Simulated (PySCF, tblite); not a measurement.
**C₂H₁₂OSi₄: geometry, infrared bands and NMR shifts**

Wanted: the infrared bands and NMR shifts of C₂H₁₂OSi₄ (`O=C[SiH2]C[SiH2][SiH2][SiH3]`), by calculation.

Programs: tblite 0.8.0 and PySCF 2.14.0, with density-fitted response routines of our own. Each step states its level of theory. These are calculated values for one molecule in the gas phase, unless marked as measured. Atoms count from 0, in the outputs and in this text.

### Step 1. Starting geometry

19 atoms, charge 0, multiplicity 1; geometry from: force field or distance geometry start.

Bonds of the start (Å): O0–C1 1.21, C1–Si2 1.84, Si2–C3 1.85, C3–Si4 1.86, Si4–Si5 2.23, Si5–Si6 2.22, C1–H7 1.07, Si2–H8 1.47, Si2–H9 1.49, C3–H10 1.09, C3–H11 1.12, Si4–H12 1.47, Si4–H13 1.45, Si5–H14 1.48, Si5–H15 1.49, Si6–H16 1.46, Si6–H17 1.46, Si6–H18 1.48.

### Step 2. Optimising the geometry with GFN2-xTB

Job settings and geometry (Å):

```
{"job": {"kind": "relax", "xc": "GFN2-xTB", "basis": "xTB"}, "charge": 0, "multiplicity": 1}
O     -4.294700     0.807400     0.867300
C     -3.580800     0.335600     0.007900
Si    -1.806700     0.831500    -0.058200
C     -0.755700    -0.483000    -0.828600
Si     0.168600    -1.491700     0.433500
Si     2.009900    -0.494300     1.191200
Si     2.882600     0.966400    -0.234000
H     -3.998000    -0.383500    -0.668400
H     -1.280200     1.330400     1.222000
H     -1.783300     1.982600    -0.999900
H     -0.101400    -0.018000    -1.572400
H     -1.458400    -1.187600    -1.344500
H      0.639500    -2.709900    -0.251500
H     -0.651300    -1.916100     1.554000
H      3.022400    -1.549700     1.385000
H      1.768800     0.109400     2.533700
H      2.334300     0.790500    -1.574400
H      4.328400     0.769300    -0.252000
H      2.546100     2.319900     0.261600
```

Command:

```console
> OMP_NUM_THREADS=1 python probes_run.py task.json out
```

The driver reads the jobs from task.json and runs them one after another.

**Question.** This job is followed by: GFN2-xTB harmonic vibrations, gas phase; GIAO PBE0/pcSseg-1 NMR shielding, non-relativistic, gas phase. What will the session give for the following? strongest single infrared mode (GFN2-xTB); zero-point energy (GFN2-xTB); 13C shifts against TMS (PBE0/pcSseg-1); 1H shifts against TMS (PBE0/pcSseg-1, means over atoms taken as alike); 17O shifts against H2O (PBE0/pcSseg-1); 29Si shifts against TMS (PBE0/pcSseg-1).

As calculated:

| quantity | value |
| --- | --- |
| strongest single infrared mode (GFN2-xTB) | 2207 cm⁻¹, 550 km/mol |
| zero-point energy (GFN2-xTB) | 73.4 kcal/mol |
| 13C shifts against TMS (PBE0/pcSseg-1) | 257.7, -18.3 ppm |
| 1H shifts against TMS (PBE0/pcSseg-1, means over atoms taken as alike) | 12.23, 4.45, 4.19, 3.81, 3.27, -0.08 ppm |
| 17O shifts against H2O (PBE0/pcSseg-1) | 900.5 ppm |
| 29Si shifts against TMS (PBE0/pcSseg-1) | -51.7, -70.9, -110.6, -125.2 ppm |

**Reading.** Over 276 steps the energy fell by 0.739 eV; of the close pairs, Si5–Si6 changed most, 2.220 to 2.315 Å. The lowest mode is imaginary (42i cm⁻¹), so the xTB geometry is not a minimum. The strongest single mode, at 2207 cm⁻¹, moves mainly H18. GFN2-xTB is a fitted tight-binding method: band positions and strengths are rough. Its intensities can rank the bands wrongly. At PBE0/pcSseg-1: Shielding is most anisotropic at O0 (span 1933 ppm, paramagnetic term -969 ppm).
